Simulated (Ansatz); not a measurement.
**Cu2S3: one candidate of a structure search**

The task: take a trial cell of Cu2S3 to zero force and stress.

Method: DFT PBE, scalar-relativistic, plane waves, PAW, in Ansatz 0.2.0.

### 1 The structure to begin with

The structure is cubic, space group Pm-3m (No. 221). The conventional cell has a = 4.555 Å, b = 4.555 Å, c = 4.555 Å, α = 90.00°, β = 90.00°, γ = 90.00°. Around Cu (site symmetry m-3m) lie 12 S at 3.22 Å. Cu (site symmetry m-3m) is surrounded by 6 S at 2.28 Å. S (site symmetry 4/mmm) is surrounded by 6 Cu at 2.28 to 3.22 Å.

Structure file:

```
Cu S
1.0
     4.55460    0.00000    0.00000
     0.00000    4.55460    0.00000
     0.00000    0.00000    4.55460
Cu S
2 3
Direct
  0.00000 0.00000 0.00000
  0.50000 0.50000 0.50000
  0.00000 0.50000 0.50000
  0.50000 0.00000 0.50000
  0.50000 0.50000 0.00000
```

A structure generator made this guess: random cell by space group and Wyckoff sites (Pm-3m, No. 221). Lengths come from tabulated atomic sizes and are only a guess.

### 2 Probe: one point on a coarse mesh

Contents of input.yaml:

```yaml
crystal:
  lattice:
    - [4.55460227, 0.0, 0.0]
    - [0.0, 4.55460227, 0.0]
    - [0.0, 0.0, 4.55460227]
  atoms:
    - { symbol: Cu, position: [0.0, 0.0, 0.0], spin: 1.0 }
    - { symbol: Cu, position: [0.5, 0.5, 0.5], spin: 1.0 }
    - { symbol: S, position: [0.0, 0.5, 0.5] }
    - { symbol: S, position: [0.5, 0.0, 0.5] }
    - { symbol: S, position: [0.5, 0.5, 0.0] }
basis:
  ecutwfc: 420
kpoints:
  mp_grid: { grid: [4, 4, 4] }
hamiltonian:
  xc: pbe
scf:
  occupations: { method: gaussian, width: 0.1 }
  lower_state_search: "off"
output:
  forces: true
  stress: true
  eigenvalues: true
  populations: true
magnetization:
  spin_polarized: true
```

On the command line:

```console
ansatz run input.yaml --threads 1 --pin off --max-ram 2048MiB --backend cpu --events-out ev --progress --plain --runs-dir out
```

What it wrote, shortened:

```text
[...]
SCF converged after 20 iterations
Magnetization: 0.0000 μB (28.0000 up, 28.0000 down)
Absolute magnetization: 0.0000 μB (∫|ρ↑−ρ↓|, with the PAW one-centre terms)
Spin contamination: 0.0000 ħ² per cell (⟨S²⟩ above its minimum at these occupations)
Per-site moments (μB) at R_I (Å): [(3.0330913496538036e-6, 1.3284934371739152), (-1.3033818314769868e-6, 0.9393867181875001), (5.106014997606827e-6, 0.9393867181875001), (5.106014997466829e-6, 0.9393867181875001), (5.106014997587407e-6, 0.9393867181875001)]
Free energy (F): -15952.572143 eV
[...]
E sigma→0 (E₀):  -15952.557328 eV
Entropy (-TS):   -0.029629 eV (-5.926 meV/atom)
Fermi energy:    7.190280 eV
[...]
--- Forces (eV/Å), atoms counted from 1 ---
  atom   1  Cu    -0.00000000     0.00000000    -0.00000000
  atom   2  Cu     0.00000000    -0.00000000     0.00000000
  atom   3  S      0.00000000     0.00000000    -0.00000000
  atom   4  S      0.00000000    -0.00000000    -0.00000000
  atom   5  S     -0.00000000    -0.00000000    -0.00000000
[...]
--- Stress (GPa, compression-positive) ---
       -0.884271       0.000000       0.000000
        0.000000      -0.884271       0.000000
        0.000000       0.000000      -0.884271
  P = ⅓ Tr σ = -0.8843 GPa (-8.843 kbar)
--- Band table (eV; the first three rows and the last of 20) ---
[...]
--- Löwdin populations: 5 sites ---
  site symbol       q [e]    m [muB]
     0     Cu     18.3524     0.0000
     1     Cu     18.1247    -0.0000
     2      S      6.4090     0.0000
     3      S      6.4090     0.0000
     4      S      6.4090     0.0000
  spilling = 0.005284 (of n_electrons = 56.000000)
```

Run time: 9.2 s. Hardware: 1 thread of Intel Xeon Platinum 8259CL at 2.50GHz (Skylake/Cascade Lake), shared host; peak memory 0.49 GiB.

By site:

```tsv
atom	Löwdin electrons
Cu1	18.35
Cu2	18.12
S3	6.41
S4	6.41
S5	6.41
```

The Löwdin counts miss 0.30 of the 56 electrons, which the atomic orbitals do not span, so they are no charges.

From the probe: pressure -0.9 GPa, largest force 0.00 eV/Å, gap on this mesh none (metal). A cheap, loose relaxation comes first.

### 3 Coarse relaxation

Changes to input.yaml since step 2:

```diff
@@ -27 +27,6 @@
   spin_polarized: true
+relax:
+  adjacent_minimum: "off"
+  f_tol: 0.04
+  max_steps: 70
+  cell: { stress_tol: 0.4 }
```

On the command line:

```console
ansatz run input.yaml --threads 1 --pin off --max-ram 2048MiB --backend cpu --events-out ev --progress --plain --runs-dir out
```

What it wrote, shortened:

```text
Warning: RAYON_NUM_THREADS=1 ignored (pool sized by the plan → 1); use --threads N
[...]
Pseudopotentials: kind: paw
Pseudopotential: Cu, paw, valence charge 19, recommended cutoff 420 eV (normal), Cu.paw.azcp
Pseudopotential: S, paw, valence charge 6, recommended cutoff 420 eV (normal), S.paw.azcp
Functional definition: PBE
[...]
Crystal: 5 atoms, lattice volume = 94.482 Å³
Basis set: ecut = 420 eV, 1839 PW (Γ), exchange–correlation on 64×64×64 points (8 copies of the dense FFT grid, shifted against one another)
Bands: 35, of which v1, the nominal top of the filled ones, is band 28 counted from 1 (27 counted from 0)
Symmetry: 48 space group operations
Space group: Pm-3m (ITA 221), of the structure as read, at distance tolerance 4.6e-5 Å
Magnetic group: BNS 221.92 (UNI 1594), of the structure as read, at distance tolerance 4.6e-5 Å
k-points: 10 of 64
[...]
Starting moments: Σ|m| = 2 μB on 2 of 5 sites
[...]
WARN: the starting moments were not kept: the SCF closed with an absolute magnetisation of 3.1e-5 μB, where they sum to 2 μB in size (2 sites). That is at most 0.1 of that sum. Measured as dr2_m measures the in/out step, that magnetisation stands 1.3e-10 eV from none, at or under the [...]
        0.000000      -0.000000      -0.378130
  P = ⅓ Tr σ = -0.3781 GPa (-3.781 kbar)
--- Band table (eV; the first three rows and the last of 20) ---
[...]
--- Relaxed structure (2 steps of the walk, 2 accepted, 1 SCFs on fresh bases) ---
  F+E_penalty+E_count = -15952.57503938 eV   max|allowed force component| = 9.177e-30 eV/Å   (the final SCF, on the basis selected at the relaxed cell)
  cell:  # Å, volume = 93.7419 Å³
    - [4.542670110144588, 1.6049416203226965e-35, -1.1234591342258874e-34]
    - [1.6049416203226965e-35, 4.542670110144588, 0.0]
    - [-8.024708101613482e-35, 0.0, 4.542670110144588]
  atoms:
    - { symbol: Cu, position: [-1.0240985507748487e-36, 4.597431666112896e-37, 3.5788390215250093e-38] }
    - { symbol: Cu, position: [0.5, 0.5, 0.5] }
    - { symbol: S, position: [1.0681458002705384e-36, 0.5, 0.5] }
    - { symbol: S, position: [0.5, -3.386132304981351e-37, 0.5] }
    - { symbol: S, position: [0.5, 0.5, 6.331792115005563e-38] }
--- Löwdin populations: 5 sites ---
  site symbol       q [e]    m [muB]
     0     Cu     18.3537     0.0000
     1     Cu     18.1234    -0.0000
     2      S      6.4081     0.0000
     3      S      6.4081     0.0000
     4      S      6.4081     0.0000
  spilling = 0.005331 (of n_electrons = 56.000000)
```

It took 19 s on 1 thread of Intel Xeon Platinum 8259CL at 2.50GHz (Skylake/Cascade Lake), shared host; peak memory 0.51 GiB.

Relaxation path:

```csv
step,E - E(step 1) (eV/cell),largest force component (eV/Å),pressure (GPa),volume (Å³)
1,0.0000,0.0000,-0.88,94.48
2,-0.0031,0.0000,-0.38,93.74
3,-0.0029,0.0000,-0.38,93.74
```

Step 1 is the start. Step 3 repeats the geometry before it on a plane-wave basis chosen anew for that cell, so its energy need not be comparable with the rows above.

|  | before | after | change |
| --- | --- | --- | --- |
| a (Å) | 4.555 | 4.543 | -0.3 % |
| b (Å) | 4.555 | 4.543 | -0.3 % |
| c (Å) | 4.555 | 4.543 | -0.3 % |
| volume (Å³/atom) | 18.90 | 18.75 | -0.8 % |
| shortest distance (Å) | 2.277 | 2.271 | -0.3 % |
| space group (0.01 Å) | Pm-3m | Pm-3m | same |

Forces and stress were held to the start's 48 operations: a distortion of lower symmetry was not tested.

By site:

```tsv
atom	Löwdin electrons
Cu1	18.35
Cu2	18.12
S3	6.41
S4	6.41
S5	6.41
```

The Löwdin counts miss 0.30 of the 56 electrons, which the atomic orbitals do not span, so they are no charges.

### 4 Relaxation on the finer mesh

The end of the coarse run is made exact in the group found at a tolerance of 0.06 Å and reduced to its primitive cell. The moments had died out, so spin is switched off.

Contents of input.yaml:

```yaml
crystal:
  lattice:
    - [4.5426701101, 0.0, 0.0]
    - [0.0, 4.5426701101, 0.0]
    - [0.0, 0.0, 4.5426701101]
  atoms:
    - { symbol: Cu, position: [0.0, 0.0, 0.0] }
    - { symbol: Cu, position: [0.5, 0.5, 0.5] }
    - { symbol: S, position: [0.0, 0.5, 0.5] }
    - { symbol: S, position: [0.5, 0.0, 0.5] }
    - { symbol: S, position: [0.5, 0.5, 0.0] }
basis:
  ecutwfc: 420
kpoints:
  mp_grid: { grid: [8, 8, 8] }
hamiltonian:
  xc: pbe
scf:
  occupations: { method: gaussian, width: 0.1 }
output:
  forces: true
  stress: true
  eigenvalues: true
  write_density: true
  write_potential: true
  elf: true
  volumetric_format: npy
relax:
  adjacent_minimum: "off"
  f_tol: 0.01
  max_steps: 80
  cell: { stress_tol: 0.05 }
```

On the command line:

```console
ansatz run input.yaml --threads 1 --pin off --max-ram 2048MiB --backend cpu --events-out ev --progress --plain --runs-dir out
```

What it wrote, shortened:

```text
Warning: RAYON_NUM_THREADS=1 ignored (pool sized by the plan → 1); use --threads N
[...]
[... 4 set-up lines as earlier in the session ...]
[...]
Crystal: 5 atoms, lattice volume = 93.742 Å³
Basis set: ecut = 420 eV, 1839 PW (Γ), exchange–correlation on 64×64×64 points (8 copies of the dense FFT grid, shifted against one another)
Bands: 34, of which v1, the nominal top of the filled ones, is band 28 counted from 1 (27 counted from 0)
[... 1 set-up line as earlier in the session ...]
Space group: Pm-3m (ITA 221), of the structure as read, at distance tolerance 4.5e-5 Å
k-points: 35 of 512
[...]
SCF iter   1: F=—  HF=-15952.537388 eV  |F-HF|=—  |Δ(HF+E_count)|=         —  Δρ=1.10e-2  dr2=7.61e-2  ethr=1.77e-3  ⟨swp⟩=6.1  Hψ=5009  notcnv=0
[...]
  atom   5  S      0.00000000     0.00000000    -0.00000000
[...]
--- Stress (GPa, compression-positive) ---
       -0.044379      -0.000000       0.000000
       -0.000000      -0.044379       0.000000
        0.000000       0.000000      -0.044379
  P = ⅓ Tr σ = -0.0444 GPa (-0.444 kbar)
--- Band table (eV; the first three rows and the last of 35) ---
[...]
--- Relaxed structure (2 steps of the walk, 2 accepted, 1 SCFs on fresh bases) ---
  F+E_penalty+E_count = -15952.52845197 eV   max|allowed force component| = 3.000e-29 eV/Å   (the final SCF, on the basis selected at the relaxed cell)
  cell:  # Å, volume = 93.6545 Å³
    - [4.5412591055706235, 4.81482486096809e-35, 0.0]
    - [3.2098832406453924e-35, 4.5412591055706235, 0.0]
    - [0.0, 0.0, 4.5412591055706235]
  atoms:
    - { symbol: Cu, position: [-8.611774803630753e-37, -6.486432945042395e-38, -4.416294771092693e-38] }
    - { symbol: Cu, position: [0.5, 0.5, 0.5] }
    - { symbol: S, position: [2.9809989704875545e-37, 0.5, 0.5] }
    - { symbol: S, position: [0.5, 7.590506637815124e-39, 0.5] }
    - { symbol: S, position: [0.5, 0.5, 2.484165808739641e-38] }
```

Wall time 28 s (1 thread of Intel Xeon Platinum 8259CL at 2.50GHz (Skylake/Cascade Lake), shared host); peak memory 0.55 GiB.

Step by step:

| step | E - E(step 1) (eV/cell) | largest force component (eV/Å) | pressure (GPa) | volume (Å³) |
| --- | --- | --- | --- | --- |
| 1 | 0.0000 | 0.0000 | -0.11 | 93.74 |
| 2 | -0.0001 | 0.0000 | -0.04 | 93.65 |
| 3 | -0.0001 | 0.0000 | -0.04 | 93.65 |

Step 1 is the start. Step 3 repeats the geometry before it on a plane-wave basis chosen anew for that cell, so its energy need not be comparable with the rows above.

|  | before | after | change |
| --- | --- | --- | --- |
| a (Å) | 4.543 | 4.541 | 0.0 % |
| b (Å) | 4.543 | 4.541 | 0.0 % |
| c (Å) | 4.543 | 4.541 | 0.0 % |
| volume (Å³/atom) | 18.75 | 18.73 | -0.1 % |
| shortest distance (Å) | 2.271 | 2.271 | 0.0 % |
| space group (0.01 Å) | Pm-3m | Pm-3m | same |

Forces and stress were held to the start's 48 operations: a distortion of lower symmetry was not tested.

Density in a lattice plane of the grid's cell (edges 4.54 and 4.54 Å, at 0.500 of the third edge), which holds Cu and S.

Ten even steps from ' ' (0.03 e/Å³) to '@' (52.50 e/Å³):
```
                                                
                                                
                                                
                                                
                                                
                                                
                                                
                      ..::..                    
                    ::++**++::                  
                  ..--##@@##--..                
                    ::++**++::                  
                      ..::..                    
                                                
                                                
                                                
                                                
                                                
                                                
                                                
                                                
```
Columns run along the first of these edges and rows up along the second, over one cell in 24 and 20 even steps from the bottom left corner. Atoms in the plane (fractional): Cu at (0.50, 0.50), S at (0.00, 0.50), S at (0.50, 0.00).

ELF in the same plane.

Ten even steps from ' ' (0.01) to '@' (0.88):
```
      ..::++%%@@@@%%**::..::**%%@@@@%%++::..    
        ..==**%%@@@@%%******%%@@@@%%**==..      
::::......::==**%%@@@@@@%%@@@@@@%%**==::......::
++++==::....::==++####%%%%%%####++==::....::==++
%%%%##++--::..::----==========----::..::--++##%%
@@@@@@%%**--::........::::::........::--**%%@@@@
@@@@@@@@%%**--::......::::::......::--**%%@@@@@@
**##%%@@@@##==::..::----==----::..::==##@@@@%%##
..::**%%@@%%==::..::==##%%##==::..::==%%@@%%**::
    ==%%@@%%==::..--++%%@@%%++--..::==%%@@%%==  
..::**%%@@%%==::..::==##%%##==::..::==%%@@%%**::
**##%%@@@@##==::..::----==----::..::==##@@@@%%##
@@@@@@@@%%**--::......::::::......::--**%%@@@@@@
@@@@@@%%**--::........::::::........::--**%%@@@@
%%%%##++--::..::----==========----::..::--++##%%
++++==::....::==++####%%%%%%####++==::....::==++
::::......::==**%%@@@@@@%%@@@@@@%%**==::......::
        ..==**%%@@@@%%******%%@@@@%%**==..      
      ..::++%%@@@@%%**::..::**%%@@@@%%++::..    
      ..--**%%@@@@%%==..  ..==%%@@@@%%**--..    
```
Columns run along the first of these edges and rows up along the second, over one cell in 24 and 20 even steps from the bottom left corner. Atoms in the plane (fractional): Cu at (0.50, 0.50), S at (0.00, 0.50), S at (0.50, 0.00).

Both are smooth fields of the valence electrons: close to the nuclei they are not physical.

Outside the cores ELF peaks at 0.88 in the shell around S, 0.8 Å from S; 0.87 beside S, off the lines to its neighbours, 0.9 Å from S.

### 5 Changed: xc pbesol, dispersion d4, mixing.algorithm broyden, mixing.beta 0.9, mixing.ndim 8, ecutwfc left out

Contents of input.yaml:

```yaml
crystal:
  lattice:
    - [4.5412591056, 0.0, 0.0]
    - [0.0, 4.5412591056, 0.0]
    - [0.0, 0.0, 4.5412591056]
  atoms:
    - { symbol: Cu, position: [0.0, 0.0, 0.0] }
    - { symbol: Cu, position: [0.5, 0.5, 0.5] }
    - { symbol: S, position: [0.0, 0.5, 0.5] }
    - { symbol: S, position: [0.5, 0.0, 0.5] }
    - { symbol: S, position: [0.5, 0.5, 0.0] }
kpoints:
  mp_grid: { grid: [8, 8, 8] }
hamiltonian:
  xc: pbesol
  dispersion: d4
scf:
  occupations: { method: gaussian, width: 0.1 }
  mixing: { algorithm: broyden, beta: 0.9, ndim: 8 }
output:
  forces: true
  eigenvalues: true
  stress: true
```

On the command line:

```console
ansatz run input.yaml --threads 1 --pin off --max-ram 2048MiB --backend cpu --events-out ev --progress --plain --runs-dir out
```

What it wrote, shortened:

```text
Warning: RAYON_NUM_THREADS=1 ignored (pool sized by the plan → 1); use --threads N
[...]
[... 3 set-up lines as earlier in the session ...]
Functional definition: PBEsol
[...]
Crystal: 5 atoms, lattice volume = 93.655 Å³
Basis set: ecut = 420 eV, 1839 PW (Γ), exchange–correlation on 64×64×64 points (8 copies of the dense FFT grid, shifted against one another)
Bands: 34, of which v1, the nominal top of the filled ones, is band 28 counted from 1 (27 counted from 0)
[... 2 set-up lines as earlier in the session ...]
k-points: 35 of 512
[...]
SCF iter   1: F=—  HF=-15829.402849 eV  |F-HF|=—  |Δ(HF+E_count)|=         —  Δρ=5.74e-3  dr2=4.16e-2  ethr=1.77e-3  ⟨swp⟩=6.0  Hψ=5020  notcnv=0
[...]
WARN: dispersion: an atom stands within reach of a switch of its C6 between two reference coordination numbers of its element: through that C6 alone, e_disp changes by 0.025 eV or more while the distances to its neighbours run over a stretch of 0.05 Å that contains this geometry (sites [...]
SCF converged after 10 iterations
Stability not checked: this state was not tested for a lower state beside it, because the mixer in use, unlike msr1, does not test its closes by its own steps (another_mixer; see scf.mixing.algorithm and scf.lower_state_search)
Free energy (F): -15829.395183 eV
[...]
E sigma→0 (E₀):  -15829.373481 eV
Entropy (-TS):   -0.043405 eV (-8.681 meV/atom)
Fermi energy:    7.177737 eV
[...]
--- Forces (eV/Å), atoms counted from 1 ---
  atom   1  Cu    -0.00000000    -0.00000000    -0.00000000
  atom   2  Cu     0.00000000     0.00000000     0.00000000
  atom   3  S      0.00000000     0.00000000     0.00000000
  atom   4  S      0.00000000    -0.00000000    -0.00000000
  atom   5  S     -0.00000000    -0.00000000     0.00000000
[...]
--- Stress (GPa, compression-positive) ---
       -5.480225       0.000000       0.000000
        0.000000      -5.480225       0.000000
        0.000000       0.000000      -5.480225
  P = ⅓ Tr σ = -5.4802 GPa (-54.802 kbar)
--- Band table (eV; the first three rows and the last of 35) ---
[...]
```

Wall time 7.6 s (1 thread of Intel Xeon Platinum 8259CL at 2.50GHz (Skylake/Cascade Lake), shared host); peak memory 0.52 GiB.

```tsv
run	ending	energy change	pressure (GPa)	gap (eV)	force (eV/Å)	cycles	time
step 4	converged	-	0.0	0.00	0.00	-	28 s
variant	converged	not comparable	-5.5	0.00	0.00	10	7.6 s
```

After a change of functional the difference of the totals has no physical meaning; the pressure goes from 0.0 to -5.5 GPa. The dispersion term changed too.

### 6 Outcome

| quantity | value |
| --- | --- |
| symmetry at the end (tolerance 0.05 Å) | space group Pm-3m (No. 221) |
| conventional cell | a = 4.541 Å, b = 4.541 Å, c = 4.541 Å, α = 90.00°, β = 90.00°, γ = 90.00° |
| volume | 18.73 Å³/atom |
| energy over the elements | +0.80 eV/atom |
| gap on the mesh | none (metal) |

What this shows: The space group Pm-3m (No. 221) is kept, and the volume per atom shrinks by 0.9 % from the first guess. With a positive formation energy it can't be a ground state. No finished test with a distortion of lower symmetry is shown, so the end may be a saddle point. Other magnetic orders were not searched.
